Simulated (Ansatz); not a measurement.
**BiTe: energy and stress against strain**

The task, for BiTe: see how energy and stress answer to the strain pattern (1, 1, 0, 0, 0, 0).

Program: Ansatz 0.2.0. Level of theory: DFT PBEsol, scalar-relativistic, plane waves, PAW. These are calculated values, not measurements.

**1. The starting structure**

It takes space group Fm-3m (No. 225, cubic). Conventional cell: a = 6.470 Å, b = 6.470 Å, c = 6.470 Å, α = 90.00°, β = 90.00°, γ = 90.00°. Bi (site symmetry m-3m) is surrounded by 6 Te at 3.23 Å. Te (site symmetry m-3m) is surrounded by 6 Bi at 3.23 Å.

As a file:

```xyz
2
Lattice="0.0000 3.2350 3.2350 3.2350 0.0000 3.2350 3.2350 3.2350 0.0000" Properties=species:S:1:pos:R:3 pbc="T T T"
Bi    0.0000    0.0000    0.0000
Te    3.2350    3.2350    3.2350
```

No relaxation comes first: the listed cell is the starting point.

**2. The reference cell**

The reference gives a free energy of -19143.6580 eV, pressure -1.72 GPa, largest force 0.000 eV/Å and gap on the mesh none (metal). It was computed beforehand with the settings of the runs below.

**3. Setting up energy and stress against strain**

The cell is strained by ε times the Voigt pattern (1, 1, 0, 0, 0, 0) (xx, yy, zz, yz, xz, xy; engineering shear), with fractional coordinates fixed (clamped ions). The stress on the pattern is the sum of the stress components weighted by it, tension positive.

**4. Point ε = -0.0400**

Contents of input.yaml:

```yaml
crystal:
  lattice:
    - [0.0, 3.1056, 3.235]
    - [3.1056, 0.0, 3.235]
    - [3.1056, 3.1056, 0.0]
  atoms:
    - { symbol: Bi, position: [0.0, 0.0, 0.0] }
    - { symbol: Te, position: [0.5, 0.5, 0.5] }
basis:
  ecutwfc: 420
kpoints:
  mp_grid: { grid: [14, 14, 14] }
hamiltonian:
  xc: pbesol
scf:
  occupations: { method: cold, width: 0.1 }
output:
  forces: true
  stress: true
  eigenvalues: true
```

Launch:

```console
> ansatz run input.yaml --threads 1 --pin off --max-ram 2560MiB --backend cpu --events-out ev --progress --plain --runs-dir out
```

Log (excerpt; [...] marks lines left out):

```text
Warning: RAYON_NUM_THREADS=1 ignored (pool sized by the plan → 1); use --threads N
[...]
Pseudopotentials: kind: paw
Pseudopotential: Bi, paw, valence charge 15, recommended cutoff 420 eV (normal), Bi.paw.azcp
Pseudopotential: Te, paw, valence charge 16, recommended cutoff 420 eV (normal), Te.paw.azcp
Functional definition: PBEsol
[...]
Crystal: 2 atoms, lattice volume = 62.402 Å³
Basis set: ecut = 420 eV, 1243 PW (Γ), exchange–correlation on 60×60×60 points (8 copies of the dense FFT grid, shifted against one another)
Bands: 20, of which v1, the nominal top of the filled ones, is band 16 counted from 1 (15 counted from 0)
Symmetry: 16 space group operations
Space group: I4/mmm (ITA 139), of the structure as read, at distance tolerance 4.0e-5 Å
k-points: 244 of 2744
[...]
SCF iter   1: F=—  HF=-19143.626340 eV  |F-HF|=—  |Δ(HF+E_count)|=         —  Δρ=2.19e-3  dr2=4.38e-3  ethr=1.77e-3  ⟨swp⟩=6.1  Hψ=24866  notcnv=0
[...]
SCF iter   6: F=-19143.623155 eV  HF=-19143.623155 eV  |F-HF|=1.03e-8  |Δ(HF+E_count)|=   3.23e-7  S|Δr|=    0.00e0  Δρ=9.79e-6  dr2=7.20e-8  ethr=3.23e-10  ⟨swp⟩=8.7  Hψ=26960  notcnv=0
[...]
SCF converged after 6 iterations
Stability not checked: this state was not tested for a lower state beside it, because cold or Methfessel-Paxton smearing, or corrected tetrahedra, fill the levels in a way that the test cannot read (fill_not_monotonic; see scf.lower_state_search)
Free energy (F): -19143.623155 eV
[...]
E sigma→0 (E₀):  -19143.623709 eV
Entropy (-TS):   0.001663 eV (0.831 meV/atom)
Fermi energy:    10.934117 eV
[...]
--- Forces (eV/Å), atoms counted from 1 ---
  atom   1  Bi    -0.00000000     0.00000000     0.00000000
  atom   2  Te     0.00000000     0.00000000    -0.00000000
[...]
--- Stress (GPa, compression-positive) ---
        4.467478       0.000000       0.000000
        0.000000       4.467478       0.000000
        0.000000       0.000000       0.028052
  P = ⅓ Tr σ = 2.9877 GPa (29.877 kbar)
--- Band table (eV; the first three rows and the last of 244) ---
  k-point 0: bands = ["-26.4228", "-26.4173", "-26.4045", "-26.4045", "-26.4035", "-12.1877", "-12.1773", "-12.1516", "-12.1493", "-12.1493", "-3.1933", "3.1470", "8.0023", "8.0023", "8.5731", "12.6226", "13.6138", "13.6138", "15.2705", "15.6031"]
[...]
```

It took 15 s on 1 thread of Intel Xeon Platinum 8259CL at 2.50GHz (Skylake/Cascade Lake), shared host; peak memory 0.58 GiB.

**5. At ε = 0.0300**

Changes to input.yaml since step 4:

```diff
@@ -2,5 +2,5 @@
   lattice:
-    - [0.0, 3.1056, 3.235]
-    - [3.1056, 0.0, 3.235]
-    - [3.1056, 3.1056, 0.0]
+    - [0.0, 3.33205, 3.235]
+    - [3.33205, 0.0, 3.235]
+    - [3.33205, 3.33205, 0.0]
   atoms:
```

Launch:

```console
> ansatz run input.yaml --threads 1 --pin off --max-ram 2560MiB --backend cpu --events-out ev --progress --plain --runs-dir out
```

Log (excerpt; [...] marks lines left out):

```text
Warning: RAYON_NUM_THREADS=1 ignored (pool sized by the plan → 1); use --threads N
[...]
[... 4 set-up lines as earlier in the session ...]
[...]
Crystal: 2 atoms, lattice volume = 71.834 Å³
Basis set: ecut = 420 eV, 1411 PW (Γ), exchange–correlation on 64×64×64 points (8 copies of the dense FFT grid, shifted against one another)
Bands: 20, of which v1, the nominal top of the filled ones, is band 16 counted from 1 (15 counted from 0)
[... 1 set-up line as earlier in the session ...]
Space group: I4/mmm (ITA 139), of the structure as read, at distance tolerance 4.2e-5 Å
k-points: 244 of 2744
[...]
SCF iter   1: F=—  HF=-19143.576398 eV  |F-HF|=—  |Δ(HF+E_count)|=         —  Δρ=2.37e-3  dr2=8.50e-3  ethr=1.77e-3  ⟨swp⟩=6.3  Hψ=25018  notcnv=0
[...]
Stability not checked: this state was not tested for a lower state beside it, because cold or Methfessel-Paxton smearing, or corrected tetrahedra, fill the levels in a way that the test cannot read (fill_not_monotonic; see scf.lower_state_search)
Free energy (F): -19143.572522 eV
[...]
E sigma→0 (E₀):  -19143.572367 eV
Entropy (-TS):   -0.000465 eV (-0.232 meV/atom)
Fermi energy:    8.774426 eV
[...]
--- Forces (eV/Å), atoms counted from 1 ---
  atom   1  Bi     0.00000000     0.00000000     0.00000000
  atom   2  Te     0.00000000    -0.00000000    -0.00000000
[...]
--- Stress (GPa, compression-positive) ---
       -4.674302       0.000000      -0.000000
        0.000000      -4.674302      -0.000000
       -0.000000      -0.000000      -2.666589
  P = ⅓ Tr σ = -4.0051 GPa (-40.051 kbar)
--- Band table (eV; the first three rows and the last of 244) ---
  k-point 0: bands = ["-28.3228", "-28.3192", "-28.3192", "-28.3130", "-28.3129", "-14.2808", "-14.2745", "-14.2745", "-14.2660", "-14.2643", "-4.3634", "0.4415", "6.1496", "6.5285", "6.5285", "10.5927", "10.5927", "11.2432", "13.4587", "13.4587"]
[...]
```

Run time: 16 s. Hardware: 1 thread of Intel Xeon Platinum 8259CL at 2.50GHz (Skylake/Cascade Lake), shared host; peak memory 0.61 GiB.

**6. At ε = -0.0200**

Changes to input.yaml since step 5:

```diff
@@ -2,5 +2,5 @@
   lattice:
-    - [0.0, 3.33205, 3.235]
-    - [3.33205, 0.0, 3.235]
-    - [3.33205, 3.33205, 0.0]
+    - [0.0, 3.1703, 3.235]
+    - [3.1703, 0.0, 3.235]
+    - [3.1703, 3.1703, 0.0]
   atoms:
```

Launch:

```console
> ansatz run input.yaml --threads 1 --pin off --max-ram 2560MiB --backend cpu --events-out ev --progress --plain --runs-dir out
```

Log (excerpt; [...] marks lines left out):

```text
Warning: RAYON_NUM_THREADS=1 ignored (pool sized by the plan → 1); use --threads N
[...]
[... 4 set-up lines as earlier in the session ...]
[...]
Crystal: 2 atoms, lattice volume = 65.029 Å³
Basis set: ecut = 420 eV, 1267 PW (Γ), exchange–correlation on 64×64×60 points (8 copies of the dense FFT grid, shifted against one another)
Bands: 20, of which v1, the nominal top of the filled ones, is band 16 counted from 1 (15 counted from 0)
[... 2 set-up lines as earlier in the session ...]
k-points: 244 of 2744
[...]
SCF iter   1: F=—  HF=-19143.668842 eV  |F-HF|=—  |Δ(HF+E_count)|=         —  Δρ=2.06e-3  dr2=4.39e-3  ethr=1.77e-3  ⟨swp⟩=6.2  Hψ=24840  notcnv=0
[...]
Stability not checked: this state was not tested for a lower state beside it, because cold or Methfessel-Paxton smearing, or corrected tetrahedra, fill the levels in a way that the test cannot read (fill_not_monotonic; see scf.lower_state_search)
Free energy (F): -19143.665669 eV
[...]
E sigma→0 (E₀):  -19143.665650 eV
Entropy (-TS):   -0.000056 eV (-0.028 meV/atom)
Fermi energy:    10.290921 eV
[...]
--- Forces (eV/Å), atoms counted from 1 ---
  atom   1  Bi     0.00000000     0.00000000     0.00000000
  atom   2  Te    -0.00000000     0.00000000    -0.00000000
[...]
--- Stress (GPa, compression-positive) ---
        0.913712       0.000000       0.000000
        0.000000       0.913712       0.000000
        0.000000       0.000000      -0.834904
  P = ⅓ Tr σ = 0.3308 GPa (3.308 kbar)
--- Band table (eV; the first three rows and the last of 244) ---
  k-point 0: bands = ["-26.9989", "-26.9954", "-26.9896", "-26.9893", "-26.9893", "-12.8149", "-12.8072", "-12.7966", "-12.7936", "-12.7936", "-3.5372", "2.3037", "7.5508", "7.5508", "7.8297", "12.2060", "12.6824", "12.6824", "14.7764", "14.9378"]
[...]
```

Run time: 16 s. Hardware: 1 thread of Intel Xeon Platinum 8259CL at 2.50GHz (Skylake/Cascade Lake), shared host; peak memory 0.58 GiB.

**7. At ε = 0.0100**

Changes to input.yaml since step 6:

```diff
@@ -2,5 +2,5 @@
   lattice:
-    - [0.0, 3.1703, 3.235]
-    - [3.1703, 0.0, 3.235]
-    - [3.1703, 3.1703, 0.0]
+    - [0.0, 3.26735, 3.235]
+    - [3.26735, 0.0, 3.235]
+    - [3.26735, 3.26735, 0.0]
   atoms:
```

Launch:

```console
> ansatz run input.yaml --threads 1 --pin off --max-ram 2560MiB --backend cpu --events-out ev --progress --plain --runs-dir out
```

Log (excerpt; [...] marks lines left out):

```text
Warning: RAYON_NUM_THREADS=1 ignored (pool sized by the plan → 1); use --threads N
[...]
[... 4 set-up lines as earlier in the session ...]
[...]
Crystal: 2 atoms, lattice volume = 69.071 Å³
Basis set: ecut = 420 eV, 1363 PW (Γ), exchange–correlation on 64×64×64 points (8 copies of the dense FFT grid, shifted against one another)
Bands: 20, of which v1, the nominal top of the filled ones, is band 16 counted from 1 (15 counted from 0)
[... 1 set-up line as earlier in the session ...]
Space group: I4/mmm (ITA 139), of the structure as read, at distance tolerance 4.1e-5 Å
k-points: 244 of 2744
[...]
SCF iter   1: F=—  HF=-19143.641720 eV  |F-HF|=—  |Δ(HF+E_count)|=         —  Δρ=2.10e-3  dr2=5.50e-3  ethr=1.77e-3  ⟨swp⟩=6.2  Hψ=24861  notcnv=0
[...]
Stability not checked: this state was not tested for a lower state beside it, because cold or Methfessel-Paxton smearing, or corrected tetrahedra, fill the levels in a way that the test cannot read (fill_not_monotonic; see scf.lower_state_search)
Free energy (F): -19143.638437 eV
[...]
E sigma→0 (E₀):  -19143.638120 eV
Entropy (-TS):   -0.000952 eV (-0.476 meV/atom)
Fermi energy:    9.368883 eV
[...]
--- Forces (eV/Å), atoms counted from 1 ---
  atom   1  Bi     0.00000000     0.00000000     0.00000000
  atom   2  Te     0.00000000    -0.00000000    -0.00000000
[...]
--- Stress (GPa, compression-positive) ---
       -2.865376       0.000000       0.000000
        0.000000      -2.865376      -0.000000
        0.000000      -0.000000      -2.028240
  P = ⅓ Tr σ = -2.5863 GPa (-25.863 kbar)
--- Band table (eV; the first three rows and the last of 244) ---
  k-point 0: bands = ["-27.8094", "-27.8070", "-27.8070", "-27.8057", "-27.8046", "-13.7103", "-13.7049", "-13.7049", "-13.7049", "-13.7011", "-4.0380", "1.1477", "6.7915", "6.9219", "6.9219", "11.3902", "11.3902", "11.6160", "14.0207", "14.0207"]
[...]
```

Run time: 15 s. Hardware: 1 thread of Intel Xeon Platinum 8259CL at 2.50GHz (Skylake/Cascade Lake), shared host; peak memory 0.6 GiB.

**8. At ε = 0.0400**

Changes to input.yaml since step 7:

```diff
@@ -2,5 +2,5 @@
   lattice:
-    - [0.0, 3.26735, 3.235]
-    - [3.26735, 0.0, 3.235]
-    - [3.26735, 3.26735, 0.0]
+    - [0.0, 3.3644, 3.235]
+    - [3.3644, 0.0, 3.235]
+    - [3.3644, 3.3644, 0.0]
   atoms:
```

Launch:

```console
> ansatz run input.yaml --threads 1 --pin off --max-ram 2560MiB --backend cpu --events-out ev --progress --plain --runs-dir out
```

Log (excerpt; [...] marks lines left out):

```text
Warning: RAYON_NUM_THREADS=1 ignored (pool sized by the plan → 1); use --threads N
[...]
[... 4 set-up lines as earlier in the session ...]
[...]
Crystal: 2 atoms, lattice volume = 73.235 Å³
Basis set: ecut = 420 eV, 1419 PW (Γ), exchange–correlation on 64×64×64 points (8 copies of the dense FFT grid, shifted against one another)
Bands: 20, of which v1, the nominal top of the filled ones, is band 16 counted from 1 (15 counted from 0)
[... 2 set-up lines as earlier in the session ...]
k-points: 244 of 2744
[...]
SCF iter   1: F=—  HF=-19143.532829 eV  |F-HF|=—  |Δ(HF+E_count)|=         —  Δρ=2.55e-3  dr2=1.06e-2  ethr=1.77e-3  ⟨swp⟩=6.3  Hψ=25034  notcnv=0
[...]
Stability not checked: this state was not tested for a lower state beside it, because cold or Methfessel-Paxton smearing, or corrected tetrahedra, fill the levels in a way that the test cannot read (fill_not_monotonic; see scf.lower_state_search)
Free energy (F): -19143.528548 eV
[...]
E sigma→0 (E₀):  -19143.528429 eV
Entropy (-TS):   -0.000358 eV (-0.179 meV/atom)
Fermi energy:    8.494045 eV
[...]
--- Forces (eV/Å), atoms counted from 1 ---
  atom   1  Bi     0.00000000     0.00000000     0.00000000
  atom   2  Te    -0.00000000    -0.00000000    -0.00000000
[...]
--- Stress (GPa, compression-positive) ---
       -5.356718       0.000000      -0.000000
        0.000000      -5.356718      -0.000000
       -0.000000      -0.000000      -3.018003
  P = ⅓ Tr σ = -4.5771 GPa (-45.771 kbar)
--- Band table (eV; the first three rows and the last of 244) ---
  k-point 0: bands = ["-28.5685", "-28.5643", "-28.5643", "-28.5561", "-28.5557", "-14.5580", "-14.5506", "-14.5506", "-14.5369", "-14.5361", "-4.5234", "0.1061", "5.8411", "6.3403", "6.3403", "10.2122", "10.2122", "11.0612", "13.1906", "13.1906"]
[...]
```

It took 16 s on 1 thread of Intel Xeon Platinum 8259CL at 2.50GHz (Skylake/Cascade Lake), shared host; peak memory 0.61 GiB.

**9. ε = -0.0300**

Changes to input.yaml since step 8:

```diff
@@ -2,5 +2,5 @@
   lattice:
-    - [0.0, 3.3644, 3.235]
-    - [3.3644, 0.0, 3.235]
-    - [3.3644, 3.3644, 0.0]
+    - [0.0, 3.13795, 3.235]
+    - [3.13795, 0.0, 3.235]
+    - [3.13795, 3.13795, 0.0]
   atoms:
```

Launch:

```console
> ansatz run input.yaml --threads 1 --pin off --max-ram 2560MiB --backend cpu --events-out ev --progress --plain --runs-dir out
```

Log (excerpt; [...] marks lines left out):

```text
[...]
SCF converged after 6 iterations
Stability not checked: this state was not tested for a lower state beside it, because cold or Methfessel-Paxton smearing, or corrected tetrahedra, fill the levels in a way that the test cannot read (fill_not_monotonic; see scf.lower_state_search)
Free energy (F): -19143.651584 eV
[...]
E sigma→0 (E₀):  -19143.651972 eV
Entropy (-TS):   0.001164 eV (0.582 meV/atom)
Fermi energy:    10.602424 eV
[...]
--- Forces (eV/Å), atoms counted from 1 ---
  atom   1  Bi    -0.00000000     0.00000000     0.00000000
  atom   2  Te     0.00000000    -0.00000000    -0.00000000
[...]
--- Stress (GPa, compression-positive) ---
        2.551885       0.000000       0.000000
        0.000000       2.551885       0.000000
        0.000000       0.000000      -0.400505
  P = ⅓ Tr σ = 1.5678 GPa (15.678 kbar)
--- Band table (eV; the first three rows and the last of 244) ---
  k-point 0: bands = ["-26.7164", "-26.7119", "-26.7025", "-26.7025", "-26.7021", "-12.5050", "-12.4959", "-12.4772", "-12.4748", "-12.4748", "-3.3666", "2.7174", "7.7726", "7.7726", "8.1964", "12.4119", "13.1407", "13.1407", "15.0187", "15.2649"]
[...]
```

Run time: 15 s. Hardware: 1 thread of Intel Xeon Platinum 8259CL at 2.50GHz (Skylake/Cascade Lake), shared host; peak memory 0.59 GiB.

**10. Point ε = 0.0200**

Changes to input.yaml since step 9:

```diff
@@ -2,5 +2,5 @@
   lattice:
-    - [0.0, 3.13795, 3.235]
-    - [3.13795, 0.0, 3.235]
-    - [3.13795, 3.13795, 0.0]
+    - [0.0, 3.2997, 3.235]
+    - [3.2997, 0.0, 3.235]
+    - [3.2997, 3.2997, 0.0]
   atoms:
```

Launch:

```console
> ansatz run input.yaml --threads 1 --pin off --max-ram 2560MiB --backend cpu --events-out ev --progress --plain --runs-dir out
```

Log (excerpt; [...] marks lines left out):

```text
[...]
SCF converged after 5 iterations
Stability not checked: this state was not tested for a lower state beside it, because cold or Methfessel-Paxton smearing, or corrected tetrahedra, fill the levels in a way that the test cannot read (fill_not_monotonic; see scf.lower_state_search)
Free energy (F): -19143.609536 eV
[...]
E sigma→0 (E₀):  -19143.609315 eV
Entropy (-TS):   -0.000665 eV (-0.332 meV/atom)
Fermi energy:    9.066699 eV
[...]
--- Forces (eV/Å), atoms counted from 1 ---
  atom   1  Bi    -0.00000000     0.00000000     0.00000000
  atom   2  Te     0.00000000     0.00000000     0.00000000
[...]
--- Stress (GPa, compression-positive) ---
       -3.844099       0.000000       0.000000
        0.000000      -3.844099       0.000000
        0.000000       0.000000      -2.344913
  P = ⅓ Tr σ = -3.3444 GPa (-33.444 kbar)
--- Band table (eV; the first three rows and the last of 244) ---
  k-point 0: bands = ["-28.0697", "-28.0666", "-28.0666", "-28.0628", "-28.0622", "-13.9986", "-13.9929", "-13.9929", "-13.9886", "-13.9859", "-4.2016", "0.7885", "6.4660", "6.7224", "6.7224", "10.9852", "10.9852", "11.4279", "13.7351", "13.7351"]
[...]
```

Wall time 15 s (1 thread of Intel Xeon Platinum 8259CL at 2.50GHz (Skylake/Cascade Lake), shared host); peak memory 0.61 GiB.

**11. ε = -0.0100**

Changes to input.yaml since step 10:

```diff
@@ -2,5 +2,5 @@
   lattice:
-    - [0.0, 3.2997, 3.235]
-    - [3.2997, 0.0, 3.235]
-    - [3.2997, 3.2997, 0.0]
+    - [0.0, 3.20265, 3.235]
+    - [3.20265, 0.0, 3.235]
+    - [3.20265, 3.20265, 0.0]
   atoms:
```

Launch:

```console
> ansatz run input.yaml --threads 1 --pin off --max-ram 2560MiB --backend cpu --events-out ev --progress --plain --runs-dir out
```

Log (excerpt; [...] marks lines left out):

```text
[...]
SCF converged after 5 iterations
Stability not checked: this state was not tested for a lower state beside it, because cold or Methfessel-Paxton smearing, or corrected tetrahedra, fill the levels in a way that the test cannot read (fill_not_monotonic; see scf.lower_state_search)
Free energy (F): -19143.667327 eV
[...]
E sigma→0 (E₀):  -19143.666886 eV
Entropy (-TS):   -0.001323 eV (-0.662 meV/atom)
Fermi energy:    9.986867 eV
[...]
--- Forces (eV/Å), atoms counted from 1 ---
  atom   1  Bi    -0.00000000     0.00000000     0.00000000
  atom   2  Te     0.00000000     0.00000000     0.00000000
[...]
--- Stress (GPa, compression-positive) ---
       -0.477607       0.000000       0.000000
        0.000000      -0.477607       0.000000
        0.000000       0.000000      -1.295711
  P = ⅓ Tr σ = -0.7503 GPa (-7.503 kbar)
--- Band table (eV; the first three rows and the last of 244) ---
  k-point 0: bands = ["-27.2740", "-27.2714", "-27.2696", "-27.2685", "-27.2685", "-13.1178", "-13.1115", "-13.1095", "-13.1054", "-13.1054", "-3.7057", "1.9050", "7.3362", "7.3362", "7.4731", "12.0047", "12.2385", "12.2386", "14.5427", "14.6215"]
[...]
```

Wall time 16 s (1 thread of Intel Xeon Platinum 8259CL at 2.50GHz (Skylake/Cascade Lake), shared host); peak memory 0.59 GiB.

**12. At ε = 0.0350**

Changes to input.yaml since step 11:

```diff
@@ -2,5 +2,5 @@
   lattice:
-    - [0.0, 3.20265, 3.235]
-    - [3.20265, 0.0, 3.235]
-    - [3.20265, 3.20265, 0.0]
+    - [0.0, 3.348225, 3.235]
+    - [3.348225, 0.0, 3.235]
+    - [3.348225, 3.348225, 0.0]
   atoms:
```

Launch:

```console
> ansatz run input.yaml --threads 1 --pin off --max-ram 2560MiB --backend cpu --events-out ev --progress --plain --runs-dir out
```

Log (excerpt; [...] marks lines left out):

```text
[...]
SCF converged after 5 iterations
Stability not checked: this state was not tested for a lower state beside it, because cold or Methfessel-Paxton smearing, or corrected tetrahedra, fill the levels in a way that the test cannot read (fill_not_monotonic; see scf.lower_state_search)
Free energy (F): -19143.551334 eV
[...]
E sigma→0 (E₀):  -19143.551185 eV
Entropy (-TS):   -0.000445 eV (-0.222 meV/atom)
Fermi energy:    8.632817 eV
[...]
--- Forces (eV/Å), atoms counted from 1 ---
  atom   1  Bi     0.00000000     0.00000000    -0.00000000
  atom   2  Te    -0.00000000    -0.00000000    -0.00000000
[...]
--- Stress (GPa, compression-positive) ---
       -5.031708       0.000000      -0.000000
        0.000000      -5.031708      -0.000000
       -0.000000      -0.000000      -2.839583
  P = ⅓ Tr σ = -4.3010 GPa (-43.010 kbar)
--- Band table (eV; the first three rows and the last of 244) ---
  k-point 0: bands = ["-28.4465", "-28.4426", "-28.4426", "-28.4354", "-28.4352", "-14.4201", "-14.4132", "-14.4132", "-14.4022", "-14.4010", "-4.4436", "0.2724", "5.9944", "6.4337", "6.4337", "10.4010", "10.4010", "11.1518", "13.3236", "13.3236"]
[...]
```

Run time: 15 s. Hardware: 1 thread of Intel Xeon Platinum 8259CL at 2.50GHz (Skylake/Cascade Lake), shared host; peak memory 0.61 GiB.

**13. All points together**

Collected from the runs (energy zero: the undisturbed cell):

```csv
ε,ΔE (meV/atom),stress on the pattern (GPa),pressure (GPa)
-0.0400,17.4,-8.93,3.0
-0.0300,3.2,-5.10,1.6
-0.0200,-3.8,-1.83,0.3
-0.0100,-4.7,0.96,-0.8
0.0000,0.0,3.44,-1.7
0.0100,9.8,5.73,-2.6
0.0200,24.2,7.69,-3.3
0.0300,42.7,9.35,-4.0
0.0350,53.3,10.06,-4.3
0.0400,64.7,10.71,-4.6
```

**14. Outcome**

```
                                  quantity    value
slope of the stress at ε = 0, over ±0.0100  239 GPa
```

What this shows: Cutoff, mesh or smearing here differ from converged choices, so read the numbers with care. The slope of the stress at zero strain, 239 GPa, estimates C11 + C22 + 2 C12 with clamped ions in this Cartesian frame; letting the atoms relax could not make it stiffer. The reference stands under -1.7 GPa, so this is no zero-stress constant. The energy drops below the reference, by 4.7 meV/atom at ε = -0.0100; the cell was taken as given and not relaxed at this level. Spin-orbit coupling is left out for Bi, Te.
